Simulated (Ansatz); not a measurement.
# CH4ClInS: a spread of methods and bases

How do the results and run time of CH4ClInS respond when the settings are drawn wide?

Computed with Ansatz 0.2.0, Gaussian basis. Level: the settings change from run to run.

1 further run of the same task is left out (for a known fault of the program).

**1. The relaxed structure**

The geometry comes from an earlier relaxation with PBE0-D4 in a triple-zeta def2 set; it is a stationary point, not always the lowest conformer. In takes a core potential in def2 sets; no spin-orbit term is included.

SMILES `[CH3][In]([SH])[Cl]`, 8 atoms, charge 0, spin multiplicity 1.

Atoms are counted from 1 here; the program's logs count them from 0.

Bond lengths: C1–In2 2.129 Å, C1–H5 1.089 Å, C1–H6 1.090 Å, C1–H7 1.090 Å, In2–S3 2.373 Å, In2–Cl4 2.345 Å, S3–H8 1.344 Å. Angles: In2–C1–H5 109.0°, In2–C1–H6 109.4°, In2–C1–H7 109.6°, H5–C1–H6 109.9°, H5–C1–H7 110.0°, H6–C1–H7 109.0°, C1–In2–S3 130.2°, C1–In2–Cl4 119.2°, S3–In2–Cl4 110.6°, In2–S3–H8 92.2°.

**2. LC-wPBE/STO-3G**

in.yaml

```yaml
crystal:
  periodic: [false, false, false]
  atoms:
    - {symbol: C, position_ang: [-0.140065, 1.518766, -0.451334]}
    - {symbol: In, position_ang: [-0.068529, -0.535010, 0.106507]}
    - {symbol: S, position_ang: [1.651475, -1.774376, 1.173762]}
    - {symbol: Cl, position_ang: [-1.915315, -1.907227, -0.344545]}
    - {symbol: H, position_ang: [-1.078452, 1.713901, -0.967535]}
    - {symbol: H, position_ang: [-0.072993, 2.139505, 0.442169]}
    - {symbol: H, position_ang: [0.700014, 1.748490, -1.106547]}
    - {symbol: H, position_ang: [0.923865, -2.904049, 1.147514]}
basis:
  gaussian: {orbitals: STO-3G}
hamiltonian: {xc: {name: LC-wPBE}}
output: {forces: true}
```

Command:

```
> ansatz run in.yaml --threads 4 --pin off --events-out ev --progress --plain --max-ram 10444MiB
```

The program printed:

```text
Functional definition: LC-wPBE
  name "LC-wPBE"
  cite "Vydrov & Scuseria, J. Chem. Phys. 125, 234109 (2006) doi:10.1063/1.2409292"
  cite "Heyd & Scuseria, J. Chem. Phys. 120, 7274 (2004) doi:10.1063/1.1668634"
  cite "Ernzerhof & Perdew, J. Chem. Phys. 109, 3313 (1998) doi:10.1063/1.476928"
  cite "Perdew, Burke & Ernzerhof, Phys. Rev. Lett. 77, 3865 (1996) doi:10.1103/PhysRevLett.77.3865"
  parent pbe
  parameter omega = 0.4/bohr
  exchange = pbe_x_sr(omega) + exact_x_lr(omega)
  correlation = pbe_c
685 factors; integrals over basis functions are off by at most 1.2e-4 eV
218 factors; integrals over basis functions are off by at most 3.3e-6 eV
mean field evaluation 1: about -178862.4864 eV, gradient 1.6e1 eV
mean field evaluation 2: about -178863.9568 eV, gradient 4.9e0 eV
mean field evaluation 4: about -178864.0756 eV, gradient 2.9e-1 eV
mean field evaluation 8: about -178864.0087 eV, gradient 5.9e-3 eV
mean field -178864.00867884 eV, -6573.1310805677 hartree, gradient 1.1e-5 eV, S^2 0.000000; 0 other end points of the search recorded, 0 dependent functions left out
the calculation of the forces begins
reference -178864.00867884 eV, -6573.1310805679 hartree; 46, 46 occupied and 8, 8 virtual orbitals, 685 factors
Total energy: -178864.00867884 eV, -6573.1310805679 hartree
Atom 0 at    -0.140065     1.518766    -0.451334 Å, force     0.069776    -2.494399     0.677079 eV/Å
Atom 1 at    -0.068529    -0.535010     0.106507 Å, force     0.432245     0.144746     0.153857 eV/Å
Atom 2 at     1.651475    -1.774376     1.173762 Å, force    -1.466868     0.973209    -0.888850 eV/Å
Atom 3 at    -1.915315    -1.907227    -0.344545 Å, force     0.975041     0.700338     0.244243 eV/Å
Atom 4 at    -1.078452     1.713901    -0.967535 Å, force     0.015730     0.342935    -0.082433 eV/Å
Atom 5 at    -0.072993     2.139505     0.442169 Å, force    -0.039765     0.233911    -0.100273 eV/Å
Atom 6 at     0.700014     1.748490    -1.106547 Å, force    -0.056692     0.242649    -0.071190 eV/Å
Atom 7 at     0.923865    -2.904049     1.147514 Å, force     0.070533    -0.143389     0.067568 eV/Å
Dipole moment:     0.383659     0.365460     0.073322 e Å
```

Run time: 1.1 s. Hardware: 4 threads of Arm Neoverse V1, shared host.

Largest force 2.586 eV/Å, dipole 2.57 D.

**3. PBE/STO-3G**

in.yaml: that of step 2 with these lines changed.

```diff
@@ -13,3 +13,3 @@
   gaussian: {orbitals: STO-3G}
-hamiltonian: {xc: {name: LC-wPBE}}
+hamiltonian: {xc: {name: PBE}}
 output: {forces: true}
```

Launched as before.

The program printed:

```text
Functional definition: PBE
  name "PBE"
  cite "Perdew, Burke & Ernzerhof, Phys. Rev. Lett. 77, 3865 (1996) doi:10.1103/PhysRevLett.77.3865"
  parent pbe
  parameter kappa = 0.804
  parameter beta = 0.06672455060314922
  exchange = pbe_x(kappa = kappa, mu = beta*pi^2/3)
  correlation = pbe_c(beta = beta)
685 factors; integrals over basis functions are off by at most 1.2e-4 eV
mean field evaluation 1: about -178854.9310 eV, gradient 3.1e1 eV
mean field evaluation 2: about -178851.0421 eV, gradient 4.1e1 eV
mean field evaluation 4: about -178858.9816 eV, gradient 5.6e0 eV
mean field evaluation 8: about -178859.0680 eV, gradient 6.8e-2 eV
mean field -178859.06801705 eV, -6572.9495145961 hartree, gradient 5.4e-6 eV, S^2 0.000000; 0 other end points of the search recorded, 0 dependent functions left out
the calculation of the forces begins
reference -178859.06804051 eV, -6572.9495154581 hartree; 46, 46 occupied and 8, 8 virtual orbitals, 685 factors
Total energy: -178859.06804051 eV, -6572.9495154581 hartree
Atom 0 at    -0.140065     1.518766    -0.451334 Å, force     0.074723    -2.707568     0.732805 eV/Å
Atom 1 at    -0.068529    -0.535010     0.106507 Å, force     0.476927     0.443661     0.095845 eV/Å
Atom 2 at     1.651475    -1.774376     1.173762 Å, force    -0.771080     1.466647    -0.712837 eV/Å
Atom 3 at    -1.915315    -1.907227    -0.344545 Å, force     0.714719     0.473185     0.189339 eV/Å
Atom 4 at    -1.078452     1.713901    -0.967535 Å, force    -0.356335     0.374887    -0.275686 eV/Å
Atom 5 at    -0.072993     2.139505     0.442169 Å, force    -0.012022     0.448949     0.266169 eV/Å
Atom 6 at     0.700014     1.748490    -1.106547 Å, force     0.280061     0.300835    -0.324334 eV/Å
Atom 7 at     0.923865    -2.904049     1.147514 Å, force    -0.406992    -0.800594     0.028698 eV/Å
Dipole moment:     0.423300     0.248690     0.120748 e Å
```

Wall time 0.85 s (4 threads of Arm Neoverse V1, shared host).

Largest force 2.806 eV/Å, dipole 2.43 D.

**4. BHLYP/def2-mTZVP**

Set apart from the defaults: atoms shaken by 0.03 Å, D3(BJ) dispersion.

in.yaml

```yaml
crystal:
  periodic: [false, false, false]
  atoms:
    - {symbol: C, position_ang: [-0.146428, 1.516656, -0.482177]}
    - {symbol: In, position_ang: [-0.049355, -0.497670, 0.137290]}
    - {symbol: S, position_ang: [1.630767, -1.765367, 1.196737]}
    - {symbol: Cl, position_ang: [-1.905349, -1.975609, -0.374500]}
    - {symbol: H, position_ang: [-1.082590, 1.699127, -0.992805]}
    - {symbol: H, position_ang: [-0.114863, 2.148286, 0.442889]}
    - {symbol: H, position_ang: [0.736163, 1.773897, -1.106424]}
    - {symbol: H, position_ang: [0.910157, -2.868335, 1.150377]}
basis:
  gaussian: {orbitals: def2-mTZVP}
hamiltonian: {xc: {name: BHLYP}, dispersion: d3bj}
```

The command is unchanged.

The program printed:

```text
Functional definition: BHLYP
  name "BHLYP"
  cite "Becke, J. Chem. Phys. 98, 1372 (1993) doi:10.1063/1.464304"
  cite "Becke, Phys. Rev. A 38, 3098 (1988) doi:10.1103/PhysRevA.38.3098"
  cite "Lee, Yang & Parr, Phys. Rev. B 37, 785 (1988) doi:10.1103/PhysRevB.37.785"
  parameter a = 0.5
  exchange = (1 - a)*b88_x + a*exact_x
  correlation = lyp_c
1133 factors; integrals over basis functions are off by at most 1.0e-3 eV
mean field evaluation 1: about -29629.4430 eV, gradient 4.5e1 eV
mean field evaluation 2: about -29629.9507 eV, gradient 4.2e1 eV
mean field evaluation 4: about -29634.2758 eV, gradient 1.2e0 eV
mean field evaluation 8: about -29634.2728 eV, gradient 2.7e-2 eV
mean field evaluation 16: about -29634.2728 eV, gradient 2.2e-5 eV
mean field -29634.27275855 eV, -1089.0394370452 hartree, gradient 2.2e-5 eV, S^2 0.000000; 0 other end points of the search recorded, 0 dependent functions left out
reference -29634.27295510 eV, -1089.0394442684 hartree; 32, 32 occupied and 79, 79 virtual orbitals, 1133 factors
Total energy: -29634.59137324 eV, -1089.0511459191 hartree
```

Run time: 1.4 s. Hardware: 4 threads of Arm Neoverse V1, shared host; peak memory 0.25 GiB.

**5. r2SCAN50/x2c-TZVPPall**

Set apart from the defaults: atoms shaken by 0.03 Å, a grid of angular degree 11, D3(BJ) with three-body dispersion.

in.yaml

```yaml
crystal:
  periodic: [false, false, false]
  atoms:
    - {symbol: C, position_ang: [-0.141317, 1.476810, -0.524112]}
    - {symbol: In, position_ang: [-0.088820, -0.524971, 0.132514]}
    - {symbol: S, position_ang: [1.655501, -1.796870, 1.181155]}
    - {symbol: Cl, position_ang: [-1.904753, -1.866654, -0.358993]}
    - {symbol: H, position_ang: [-1.042376, 1.722575, -0.943648]}
    - {symbol: H, position_ang: [-0.074480, 2.155614, 0.413239]}
    - {symbol: H, position_ang: [0.753477, 1.714503, -1.136514]}
    - {symbol: H, position_ang: [0.959137, -2.856912, 1.144051]}
basis:
  gaussian: {orbitals: x2c-TZVPPall, final_grid: {core_spheres: 5, valence_spheres: 4, degree: 11}}
hamiltonian: {xc: {name: r2SCAN50}, dispersion: d3bjatm}
output: {forces: true}
```

The command is unchanged.

The program printed:

```text
Functional definition: r2SCAN50
  name "r2SCAN50"
  cite "Bursch, Neugebauer, Ehlert & Grimme, J. Chem. Phys. 156, 134105 (2022) doi:10.1063/5.0086040"
  cite "Furness, Kaplan, Ning, Perdew & Sun, J. Phys. Chem. Lett. 11, 8208 (2020) doi:10.1021/acs.jpclett.0c02405"
  cite "Furness, Kaplan, Ning, Perdew & Sun, J. Phys. Chem. Lett. 11, 9248 (2020) doi:10.1021/acs.jpclett.0c03077"
  parent r2scan
  parameter a = 0.5
  parameter k0 = 0.174
  parameter k1 = 0.065
  parameter a1 = 4.9479
  exchange = (1 - a)*r2scan_x(k0 = k0, k1 = k1, a1 = a1) + a*exact_x
  correlation = r2scan_c
1841 factors; their error is unknown
mean field evaluation 1: about -184555.3720 eV, gradient 4.2e1 eV
mean field evaluation 2: about -184556.1623 eV, gradient 3.8e1 eV
mean field evaluation 4: about -184559.5302 eV, gradient 9.6e-1 eV
mean field evaluation 8: about -184559.5463 eV, gradient 7.9e-2 eV
mean field evaluation 16: about -184560.4374 eV, gradient 1.3e-4 eV
mean field -184560.43738774 eV, -6782.4709744418 hartree, gradient 3.7e-5 eV, S^2 0.000000; 0 other end points of the search recorded, 0 dependent functions left out
the calculation of the forces begins
reference -184560.43739260 eV, -6782.4709746205 hartree; 46, 46 occupied and 185, 185 virtual orbitals, 1841 factors
Total energy: -184560.51349653 eV, -6782.4737713882 hartree
Relativity: scalar
Atom 0 at    -0.141317     1.476810    -0.524112 Å, force     2.880808     1.074903     2.827896 eV/Å
Atom 1 at    -0.088820    -0.524971     0.132514 Å, force     0.543500    -0.112685     0.035965 eV/Å
Atom 2 at     1.655501    -1.796870     1.181155 Å, force     0.772045     2.019997    -0.125681 eV/Å
Atom 3 at    -1.904753    -1.866654    -0.358993 Å, force    -0.221036    -0.177528     0.005811 eV/Å
Atom 4 at    -1.042376     1.722575    -0.943648 Å, force    -1.862599     0.397103    -1.408459 eV/Å
Atom 5 at    -0.074480     2.155614     0.413239 Å, force     0.037762    -1.274143    -1.609288 eV/Å
Atom 6 at     0.753477     1.714503    -1.136514 Å, force    -1.006723    -0.177373     0.322482 eV/Å
Atom 7 at     0.959137    -2.856912     1.144051 Å, force    -1.143756    -1.750273    -0.048726 eV/Å
Dipole moment:     0.145503     0.531565    -0.026879 e Å
```

It took 6 s on 4 threads of Arm Neoverse V1, shared host; peak memory 0.86 GiB.

Largest force 4.177 eV/Å, dipole 2.65 D.

**6. B2GP-PLYP/def2-mTZVPP**

Set apart from the defaults: atoms shaken by 0.15 Å.

in.yaml

```yaml
crystal:
  periodic: [false, false, false]
  atoms:
    - {symbol: C, position_ang: [-0.201445, 1.566989, -0.575375]}
    - {symbol: In, position_ang: [-0.059644, -0.525633, 0.081681]}
    - {symbol: S, position_ang: [1.712969, -1.983613, 1.371007]}
    - {symbol: Cl, position_ang: [-1.613808, -1.778908, -0.529245]}
    - {symbol: H, position_ang: [-0.808980, 1.659848, -0.806612]}
    - {symbol: H, position_ang: [0.067307, 2.002021, 0.330172]}
    - {symbol: H, position_ang: [0.587417, 1.722491, -0.967541]}
    - {symbol: H, position_ang: [0.939246, -2.918047, 1.076545]}
basis:
  gaussian: {orbitals: def2-mTZVPP}
hamiltonian: {xc: {name: B2GP-PLYP}}
```

The command is unchanged.

The program printed:

```text
Functional definition: B2GP-PLYP
  name "B2GP-PLYP"
  cite "Karton, Tarnopolsky, Lamère, Schatz & Martin, J. Phys. Chem. A 112, 12868 (2008) doi:10.1021/jp801805p"
  cite "Becke, Phys. Rev. A 38, 3098 (1988) doi:10.1103/PhysRevA.38.3098"
  cite "Lee, Yang & Parr, Phys. Rev. B 37, 785 (1988) doi:10.1103/PhysRevB.37.785"
  parameter a = 0.65
  parameter c = 0.36
  exchange = (1 - a)*b88_x + a*exact_x
  correlation = (1 - c)*lyp_c + c*(mp2_os + mp2_ss)
1282 factors; integrals over basis functions are off by at most 1.1e-3 eV
mean field evaluation 1: about -29592.9704 eV, gradient 5.2e1 eV
mean field evaluation 2: about -29592.9717 eV, gradient 5.2e1 eV
mean field evaluation 4: about -29599.3009 eV, gradient 3.5e0 eV
mean field evaluation 8: about -29599.3386 eV, gradient 5.9e-2 eV
mean field evaluation 16: about -29599.3386 eV, gradient 4.3e-5 eV
mean field -29599.33863632 eV, -1087.7556317324 hartree, gradient 4.2e-6 eV, S^2 0.000000; 0 other end points of the search recorded, 0 dependent functions left out
15 core orbitals not correlated: weight in the atoms' cores, before any rotation towards them, 1.000 or more for the frozen orbitals, at most 0.000 for the correlated occupied ones
reference -29599.33876910 eV, -1087.7556366119 hartree; 17, 17 occupied and 97, 97 virtual orbitals, 1282 factors
second order -18.37451364 eV of doubles, -0.00000000 eV of singles
Total energy: -29605.95359401 eV, -1087.9987269437 hartree
```

It took 2.5 s on 4 threads of Arm Neoverse V1, shared host; peak memory 0.3 GiB.

**7. PBE-QIDH/def2-mTZVPP**

in.yaml

```yaml
crystal:
  periodic: [false, false, false]
  atoms:
    - {symbol: C, position_ang: [-0.140065, 1.518766, -0.451334]}
    - {symbol: In, position_ang: [-0.068529, -0.535010, 0.106507]}
    - {symbol: S, position_ang: [1.651475, -1.774376, 1.173762]}
    - {symbol: Cl, position_ang: [-1.915315, -1.907227, -0.344545]}
    - {symbol: H, position_ang: [-1.078452, 1.713901, -0.967535]}
    - {symbol: H, position_ang: [-0.072993, 2.139505, 0.442169]}
    - {symbol: H, position_ang: [0.700014, 1.748490, -1.106547]}
    - {symbol: H, position_ang: [0.923865, -2.904049, 1.147514]}
basis:
  gaussian: {orbitals: def2-mTZVPP}
hamiltonian: {xc: {name: PBE-QIDH}}
```

The command is unchanged.

The program printed:

```text
Functional definition: PBE-QIDH
  name "PBE-QIDH"
  cite "Brémond, Sancho-García, Pérez-Jiménez & Adamo, J. Chem. Phys. 141, 031101 (2014) doi:10.1063/1.4890314"
  cite "Perdew, Burke & Ernzerhof, Phys. Rev. Lett. 77, 3865 (1996) doi:10.1103/PhysRevLett.77.3865"
  parameter a = 3^(-1/3)
  parameter c = 1/3
  exchange = (1 - a)*pbe_x + a*exact_x
  correlation = (1 - c)*pbe_c + c*(mp2_os + mp2_ss)
1289 factors; integrals over basis functions are off by at most 9.2e-4 eV
mean field evaluation 1: about -29607.0344 eV, gradient 3.2e1 eV
mean field evaluation 2: about -29607.0355 eV, gradient 3.2e1 eV
mean field evaluation 4: about -29609.6226 eV, gradient 2.1e0 eV
mean field evaluation 8: about -29609.6372 eV, gradient 2.6e-2 eV
mean field evaluation 16: about -29609.6372 eV, gradient 1.8e-5 eV
mean field -29609.63718206 eV, -1088.1340963079 hartree, gradient 4.2e-6 eV, S^2 0.000000; 0 other end points of the search recorded, 0 dependent functions left out
15 core orbitals not correlated: weight in the atoms' cores, before any rotation towards them, 1.000 or more for the frozen orbitals, at most 0.000 for the correlated occupied ones
reference -29609.63719675 eV, -1088.1340968475 hartree; 17, 17 occupied and 97, 97 virtual orbitals, 1289 factors
second order -17.95875823 eV of doubles, -0.00000000 eV of singles
Total energy: -29615.62344949 eV, -1088.3540875782 hartree
```

It took 2.6 s on 4 threads of Arm Neoverse V1, shared host; peak memory 0.3 GiB.

**8. revPBE/x2c-TZVPPall**

Options: high accuracy.

in.yaml: that of step 7 with these lines changed.

```diff
@@ -12,3 +12,5 @@
 basis:
-  gaussian: {orbitals: def2-mTZVPP}
-hamiltonian: {xc: {name: PBE-QIDH}}
+  gaussian: {orbitals: x2c-TZVPPall}
+hamiltonian: {xc: {name: revPBE}}
+accuracy: high
+output: {forces: true}
```

Launched as before.

The program printed:

```text
Functional definition: revPBE
  name "revPBE"
  cite "Zhang & Yang, Phys. Rev. Lett. 80, 890 (1998) doi:10.1103/PhysRevLett.80.890"
  cite "Perdew, Burke & Ernzerhof, Phys. Rev. Lett. 77, 3865 (1996) doi:10.1103/PhysRevLett.77.3865"
  parameter kappa = 1.245
  parameter beta = 0.06672455060314922
  exchange = pbe_x(kappa = kappa, mu = beta*pi^2/3)
  correlation = pbe_c(beta = beta)
3980 factors; integrals over basis functions are off by at most 6.2e-8 eV
mean field evaluation 1: about -184544.1905 eV, gradient 6.9e1 eV
mean field evaluation 2: about -184522.5651 eV, gradient 1.0e2 eV
mean field evaluation 4: about -184555.2304 eV, gradient 9.1e0 eV
mean field evaluation 8: about -184555.4037 eV, gradient 1.0e0 eV
mean field evaluation 16: about -184555.4067 eV, gradient 1.8e-4 eV
mean field -184555.40671390 eV, -6782.2861005883 hartree, gradient 5.7e-8 eV, S^2 0.000000; 0 other end points of the search recorded, 0 dependent functions left out
the calculation of the forces begins
reference -184555.40671880 eV, -6782.2861007684 hartree; 46, 46 occupied and 185, 185 virtual orbitals, 3980 factors
Total energy: -184555.40671880 eV, -6782.2861007684 hartree
Relativity: scalar
Atom 0 at    -0.140065     1.518766    -0.451334 Å, force    -0.007898     0.224630    -0.062597 eV/Å
Atom 1 at    -0.068529    -0.535010     0.106507 Å, force     0.031431     0.059391    -0.001554 eV/Å
Atom 2 at     1.651475    -1.774376     1.173762 Å, force     0.516894    -0.027012     0.231683 eV/Å
Atom 3 at    -1.915315    -1.907227    -0.344545 Å, force    -0.401013    -0.277106    -0.103220 eV/Å
Atom 4 at    -1.078452     1.713901    -0.967535 Å, force    -0.198359     0.046716    -0.110761 eV/Å
Atom 5 at    -0.072993     2.139505     0.442169 Å, force     0.014261     0.138711     0.192534 eV/Å
Atom 6 at     0.700014     1.748490    -1.106547 Å, force     0.181730     0.054591    -0.143102 eV/Å
Atom 7 at     0.923865    -2.904049     1.147514 Å, force    -0.137046    -0.219921    -0.002983 eV/Å
Dipole moment:     0.186606     0.487796    -0.043724 e Å
```

Wall time 15 s (4 threads of Arm Neoverse V1, shared host); peak memory 1.2 GiB.

Largest force 0.567 eV/Å, dipole 2.52 D.

**9. All runs side by side**

```
                level  charge  multiplicity  geometry  functions  energy (eV)    time
       LC-wPBE/STO-3G       0             1   relaxed         54  -178864.009   1.1 s
           PBE/STO-3G       0             1   relaxed         54  -178859.068  0.85 s
     BHLYP/def2-mTZVP       0             1    shaken        111   -29634.591   1.4 s
r2SCAN50/x2c-TZVPPall       0             1    shaken        231  -184560.513     6 s
B2GP-PLYP/def2-mTZVPP       0             1    shaken        129   -29605.954   2.5 s
 PBE-QIDH/def2-mTZVPP       0             1   relaxed        129   -29615.623   2.6 s
  revPBE/x2c-TZVPPall       0             1   relaxed        231  -184555.407    15 s
```

**10. Outcome**

```
                                         quantity                      value
                                             runs                          7
                                         quickest         PBE/STO-3G, 0.85 s
                                          slowest  revPBE/x2c-TZVPPall, 15 s
spread of total energies, same state and geometry                154939.8 eV
                  dipole, same state and geometry             2.43 to 2.57 D
```

In words: revPBE/x2c-TZVPPall took 17 times as long as PBE/STO-3G. The jobs differ in tasks and options as well as level. The totals spread over 154940 eV; they can't be compared across methods or bases. Some of these runs are scalar-relativistic and others not, which shifts the totals of all-electron atoms past neon by eV; core potentials, where a basis has them, take the core out of the total altogether. At the PBE0-D4/def2-TZVP geometry and in the same state, runs without warnings or point charges leave forces up to 2.81 eV/Å (PBE/STO-3G), against 4.2 eV/Å where the atoms were moved. At that geometry and state the dipole changes by 6 % between the lowest and highest value.
